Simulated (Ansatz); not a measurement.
# C₂H₆BFGe: one species, many methods

How much do the methods differ for C₂H₆BFGe? The plan is to run it at one geometry with functionals of several rungs and with coupled cluster, and see how far each lands from CCSD(T) at the basis-set limit for the atomisation energy.

Computed with Ansatz 0.2.0, Gaussian basis. Level: functionals in def2-TZVPP, the program's frozen cores in correlated methods.

The runs, in order: LDA (SPW92), PBE-D4, revPBE-D4, BLYP-D4, r2SCAN-D4, B97M-V, PBE0-D4, B3LYP-D4, r2SCANh-D4, r2SCAN0-D4, HSE06-D4, BHLYP-D4, CAM-B3LYP-D4, LC-ωPBE, ωB97X-V, ωB97M-V, B2PLYP, PBE-QIDH; CCSD(T)/def2-SVP; CCSD(T)/def2-TZVPP; MP2/def2-QZVPP; extrapolation to the limit; RPA on PBE.

### Step 1. The relaxed structure

The geometry comes from an earlier relaxation with PBE0-D4 in a triple-zeta def2 set; it is a stationary point, not always the lowest conformer.

SMILES `C[CH]1[GeH2][B]1F`, 11 atoms, charge 0, spin multiplicity 1.

Atoms are counted from 1 here; the program's logs count them from 0.

Bond lengths: C1–C2 1.506 Å, C1–H6 1.091 Å, C1–H7 1.093 Å, C1–H8 1.095 Å, C2–Ge3 2.202 Å, C2–B4 1.487 Å, C2–H9 1.091 Å, Ge3–B4 1.983 Å, Ge3–H10 1.531 Å, Ge3–H11 1.540 Å, B4–F5 1.320 Å. Angles: C2–C1–H6 111.6°, C2–C1–H7 111.7°, C2–C1–H8 110.5°, H6–C1–H7 108.1°, H6–C1–H8 107.4°, H7–C1–H8 107.4°, C1–C2–Ge3 136.5°, C1–C2–B4 126.0°, C1–C2–H9 114.5°, Ge3–C2–B4 61.5°, Ge3–C2–H9 87.4°, B4–C2–H9 117.1°, C2–Ge3–B4 41.2°, C2–Ge3–H10 101.5°, C2–Ge3–H11 121.6°, B4–Ge3–H10 126.3°, B4–Ge3–H11 122.1°, H10–Ge3–H11 110.2° and more.

### Step 2. LDA

This LDA is Slater exchange with PW92 correlation.

Contents of in.yaml:

```yaml
crystal:
  periodic: [false, false, false]
  atoms:
    - {symbol: C, position_ang: [-1.346385, -0.476791, 0.677798]}
    - {symbol: C, position_ang: [-0.136705, 0.358138, 0.350562]}
    - {symbol: Ge, position_ang: [1.789457, 0.046706, -0.669670]}
    - {symbol: B, position_ang: [0.111388, 1.070830, -0.930272]}
    - {symbol: F, position_ang: [-0.645670, 1.367456, -1.970694]}
    - {symbol: H, position_ang: [-1.844015, -0.833153, -0.225868]}
    - {symbol: H, position_ang: [-1.085491, -1.346203, 1.286041]}
    - {symbol: H, position_ang: [-2.077200, 0.111065, 1.243138]}
    - {symbol: H, position_ang: [0.434246, 0.686716, 1.220341]}
    - {symbol: H, position_ang: [2.776576, 0.204037, 0.489643]}
    - {symbol: H, position_ang: [2.089199, -1.245902, -1.450520]}
basis:
  gaussian: {orbitals: def2-TZVPP}
hamiltonian: {xc: lda}
output: {orbitals: {seedname: orbitals}}
```

The run is started by

```sh
ansatz run in.yaml --threads 4 --pin off --events-out ev --progress --plain --max-ram 10444MiB
```

The runs that follow: PBE-D4 (GGA); revPBE-D4 (GGA); BLYP-D4 (GGA); r2SCAN-D4 (meta-GGA); B97M-V (meta-GGA); PBE0-D4 (hybrid); B3LYP-D4 (hybrid); r2SCANh-D4 (hybrid); r2SCAN0-D4 (hybrid); HSE06-D4 (hybrid); BHLYP-D4 (hybrid); CAM-B3LYP-D4 (range-separated); LC-ωPBE (range-separated); ωB97X-V (range-separated); ωB97M-V (range-separated); B2PLYP (double hybrid); PBE-QIDH (double hybrid); CCSD(T) in def2-SVP; CCSD(T) in def2-TZVPP; MP2 in def2-QZVPP; RPA on PBE orbitals.

Q: Predict the results of all the runs planned. Wanted: atomisation energy, CCSD(T)/CBS; farthest beyond LDA; mean size of error, GGA; mean size of error, meta-GGA; mean size of error, hybrid; mean size of error, range-separated; mean size of error, double hybrid; gap, smallest and largest; T1 diagnostic.

The runs gave:

| quantity | value |
| --- | --- |
| atomisation energy, CCSD(T)/CBS | 4030.9 kJ/mol |
| functionals within 40.3 kJ/mol (1.0 %) | revPBE-D4, BLYP-D4, r2SCAN-D4, PBE0-D4, B3LYP-D4, r2SCANh-D4, r2SCAN0-D4, HSE06-D4, CAM-B3LYP-D4, LC-ωPBE, ωB97X-V, ωB97M-V, B2PLYP, PBE-QIDH |
| farthest beyond LDA | BHLYP-D4 (-112.5 kJ/mol) |
| mean size of error, GGA | 38.5 kJ/mol |
| mean size of error, meta-GGA | 41.3 kJ/mol |
| mean size of error, hybrid | 34.5 kJ/mol |
| mean size of error, range-separated | 7.0 kJ/mol |
| mean size of error, double hybrid | 18.2 kJ/mol |
| gap, smallest and largest | 3.68 eV (LDA (SPW92)), 10.11 eV (LC-ωPBE) |
| T1 diagnostic | 0.0126 |
| triples share of the correlation energy | 3.9 % |

The LDA atomisation energy is off by 612.8 kJ/mol (15 %): it overbinds. PBE-D4 misses by +96.9 kJ/mol. Double hybrids carry the basis error of their MP2 part in triple zeta, and no dispersion term here, so their miss is partly the set-up's. The rungs range-separated, double hybrid, hybrid, GGA miss on average by less than the doubt on the reference (40.3 kJ/mol), so they tie. Misses under about 40.3 kJ/mol are within the doubt on the reference itself, which lacks core-valence correlation, relativity and higher excitations, and its outer-core shells are covered unevenly. Hartree-Fock recovers 74 % of the binding; the rest is correlation. CCSD(T) in def2-SVP is off by -180.5 kJ/mol, so the small basis spoils what the method gains. The gap grows from 3.7 to 10.1 eV across the functionals, mostly with the share of exact exchange. Correlated methods include outer-core shells of Ge, which these sets cover unevenly.
